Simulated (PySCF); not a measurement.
# H3HgN (Hg(NH3)2+): the cost of one run

Method: PBE0, Hg def2-SVP with ECP60, N def2-SVP, H def2-SVP; scalar-relativistic core potentials, no spin–orbit coupling; program: PySCF 2.14.0.

1 further run of the same task is left out (for a known fault of the program).

## Step 1: Where the work starts

5 atoms, charge 2, spin multiplicity 1.

Bond lengths: Hg1–N2 2.120 Å, N2–H3 1.020 Å, N2–H4 1.020 Å, N2–H5 1.020 Å. Angles: Hg1–N2–H3 113.0°, Hg1–N2–H4 113.0°, Hg1–N2–H5 113.0°, H3–N2–H4 105.8°, H3–N2–H5 105.8°, H4–N2–H5 105.8°.

As a file:

| atom | x (Å) | y (Å) | z (Å) |
| --- | --- | --- | --- |
| Hg1 | 0.00000 | 0.00000 | 0.00000 |
| N2 | 0.00000 | 0.00000 | 2.12000 |
| H3 | 0.93920 | 0.00000 | 2.51800 |
| H4 | -0.46960 | 0.81330 | 2.51800 |
| H5 | -0.46960 | -0.81330 | 2.51800 |

Formal oxidation states: Hg +2.

## Step 2: SCF at the start, singlet

run.py (the lines that set the calculation) reads:

```python
mol = gto.M(atom='''
Hg     0.00000     0.00000     0.00000
N      0.00000     0.00000     2.12000
H      0.93920     0.00000     2.51800
H     -0.46960     0.81330     2.51800
H     -0.46960    -0.81330     2.51800''',
    basis={'Hg': 'def2-SVP', 'N': 'def2-SVP', 'H': 'def2-SVP'},
    ecp={'Hg': 'def2-SVP'},
    charge=2, spin=0)
mf = dft.RKS(mol, xc='PBE0')
mf.grids.atom_grid = (50, 194)
mf = mf.density_fit()  # fitting sets: Hg def2-universal-JKFIT, N def2-universal-JKFIT, H def2-universal-JKFIT
mf.conv_tol = 1e-08; mf.max_cycle = 55
mf.kernel(dm0)  # dm0: free metal ions and neutral atoms
```

The run is started by

```
$ OMP_NUM_THREADS=2 python run.py
```

**Question.** How long does this run take on 2 threads of Intel Xeon Platinum 8259CL at 2.50GHz (Skylake/Cascade Lake), shared host, and how much memory does it need?

About 1.6 s, with a peak of 0.32 GiB.
